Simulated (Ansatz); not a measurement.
BBrH, SMILES [BH]Br, vertical energies of changing the electron count

With the Ansatz DFT code, driven from Python.

At the Python prompt:
```pycon
>>> import ansatz as az
>>> def total_energy(molecule, charge=0, unpaired=0):
...     calc = (
...         molecule.calculation()
...         .basis(gaussian="def2-SVPD")
...         .correlation("MP2")
...     )
...     if charge:
...         calc = calc.charge(charge)
...     if unpaired:
...         calc = calc.spin("collinear", total=unpaired)
...     report = calc.run(threads=1).report
...     if report["published_state_doubts"]:
...         print("  doubts:", report["published_state_doubts"])
...     return report["free_energy_ev"]
...
>>> GEOMETRY = """
... B    -0.09240   -0.60020   -0.12410
... Br    1.22280    0.60910    0.73810
... H    -1.14140   -0.07370   -0.62730
... """
>>> geometry = az.Crystal.molecule()
>>> for line in GEOMETRY.strip().splitlines():
...     symbol, *xyz = line.split()
...     geometry = geometry.atom(symbol, [float(v) for v in xyz])
...
>>> parent = total_energy(geometry, 0, 1)
>>> cation = total_energy(geometry, 1, 0)
>>> print(f"E(N)   = {parent:.5f} eV")
E(N)   = -70684.39663 eV
>>> print(f"E(N-1) = {cation:.5f} eV  (0 unpaired)")
E(N-1) = -70675.39391 eV  (0 unpaired)
>>> print(f"vertical ionisation energy {cation - parent:.3f} eV")
vertical ionisation energy 9.003 eV
>>> anion = total_energy(geometry, -1, 0)
>>> print(f"E(N+1) = {anion:.5f} eV  (0 unpaired)")
E(N+1) = -70684.77103 eV  (0 unpaired)
>>> print(f"vertical electron affinity {parent - anion:.3f} eV" + ("" if anion < parent else " (unbound in this basis)"))
vertical electron affinity 0.374 eV
>>> print(f"fundamental gap IP - EA = {cation + anion - 2 * parent:.3f} eV")
fundamental gap IP - EA = 8.628 eV
```

At this unrelaxed geometry removing an electron costs 9.00 eV and adding one releases 0.37 eV.

Total energies depend on the basis set; only differences at equal settings carry meaning. The geometry is a force-field or estimated start, not a minimum of this method, and the basis set is short of its limit. All parts are taken at fixed geometry, without zero-point energy. At an unrelaxed start these energies can be a whole eV from those at the minimum, and a small affinity can change sign. The run takes the species as open-shell (spin multiplicity 2), which needn't be its ground state. Only the spin states typed were run; another state of an ion can lie lower, by up to an eV or two. Timing: 2.3 s on 1 thread of Arm Neoverse V2, on a shared host, peak memory 0.18 GiB.
